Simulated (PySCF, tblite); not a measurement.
**C₈H₁₇Al: geometry, infrared bands and NMR shifts**

Wanted: the infrared bands and NMR shifts of C₈H₁₇Al (`CC(C)(C)[C@H]1CC[CH2][AlH]1`), by calculation.

Computed with tblite 0.8.0 and PySCF 2.14.0, with density-fitted response routines of our own, on a single molecule in the gas phase. Atoms count from 0, in the outputs and in this text.

## Step 1: Starting geometry

26 atoms, charge 0, multiplicity 1; geometry from: force field or distance geometry start.

Bonds of the start (Å): C0–C1 1.49, C1–C2 1.54, C1–C3 1.52, C1–C4 1.50, C4–C5 1.54, C5–C6 1.52, C6–C7 1.54, C7–Al8 2.00, Al8–C4 2.01, C0–H9 1.10, C0–H10 1.11, C0–H11 1.13, C2–H12 1.09, C2–H13 1.10, C2–H14 1.11, C3–H15 1.12, C3–H16 1.10, C3–H17 1.12, C4–H18 1.10, C5–H19 1.08, C5–H20 1.11, C6–H21 1.10, C6–H22 1.13, C7–H23 1.08, C7–H24 1.11, Al8–H25 1.57.

## Step 2: Geometry optimisation with GFN2-xTB

Job settings and geometry (Å):

```
{"job": {"kind": "relax", "xc": "GFN2-xTB", "basis": "xTB"}, "charge": 0, "multiplicity": 1}
C     -2.132200    -1.076500    -0.029200
C     -1.231400     0.106700     0.070300
C     -1.810900     1.066100     1.119500
C     -1.247600     0.857600    -1.250500
C      0.156800    -0.186800     0.560100
C      0.938400    -1.157400    -0.341700
C      2.388400    -1.095600     0.117100
C      2.964300     0.265200    -0.304800
Al     1.384300     1.369700     0.216400
H     -1.550400    -1.953600    -0.331700
H     -2.668300    -1.231900     0.924600
H     -2.903600    -0.902500    -0.840200
H     -2.039000     2.048200     0.696100
H     -1.077000     1.229600     1.926300
H     -2.683000     0.569800     1.596200
H     -1.465100     1.938600    -1.073400
H     -2.064800     0.460500    -1.875900
H     -0.277100     0.738500    -1.790800
H      0.229800    -0.543300     1.595800
H      0.855000    -0.914800    -1.394600
H      0.607700    -2.200700    -0.153800
H      2.999400    -1.917100    -0.282900
H      2.419100    -1.150100     1.247800
H      3.801800     0.539400     0.314100
H      3.137100     0.301600    -1.396600
H      1.247200     2.861300     0.695100
```

Launch:

```bash
OMP_NUM_THREADS=1 python probes_run.py task.json out
```

One launch serves the whole session: the jobs run in the order shown.

**Question.** This job is followed by: GFN2-xTB harmonic vibrations, gas phase; GIAO PBE0/pcSseg-1 NMR shielding, non-relativistic, gas phase. Predict these results of the whole session: strongest single infrared mode (GFN2-xTB); zero-point energy (GFN2-xTB); 13C shifts against TMS (PBE0/pcSseg-1, means over atoms taken as alike); 1H shifts against TMS (PBE0/pcSseg-1, means over atoms taken as alike); 27Al shifts against AlH4- (PBE0/pcSseg-1).

As calculated:

| quantity | value |
| --- | --- |
| strongest single infrared mode (GFN2-xTB) | 1794 cm⁻¹, 613 km/mol |
| zero-point energy (GFN2-xTB) | 140.9 kcal/mol |
| 13C shifts against TMS (PBE0/pcSseg-1, means over atoms taken as alike) | 52.1, 35.3, 35.3, 33.7, 33.1, 15.6 ppm |
| 1H shifts against TMS (PBE0/pcSseg-1, means over atoms taken as alike) | 6.14, 2.58, 2.31, 1.16, 1.10, 1.02, 0.92, 0.90, 0.46 ppm |
| 27Al shifts against AlH4- (PBE0/pcSseg-1) | 244.9 ppm |

The optimisation took 139 steps and gained 1.127 eV; among the close pairs (by a distance rule), C0–H11 changed most, from 1.133 to 1.089 Å. All 72 modes are real, so the xTB geometry is a minimum. The strongest single mode, at 1794 cm⁻¹, moves mainly H25. GFN2-xTB is a fitted tight-binding method: band positions and strengths are rough. Its intensities can rank the bands wrongly. At PBE0/pcSseg-1: The largest span, 126 ppm, is at Al8, where the paramagnetic term is -552 ppm.
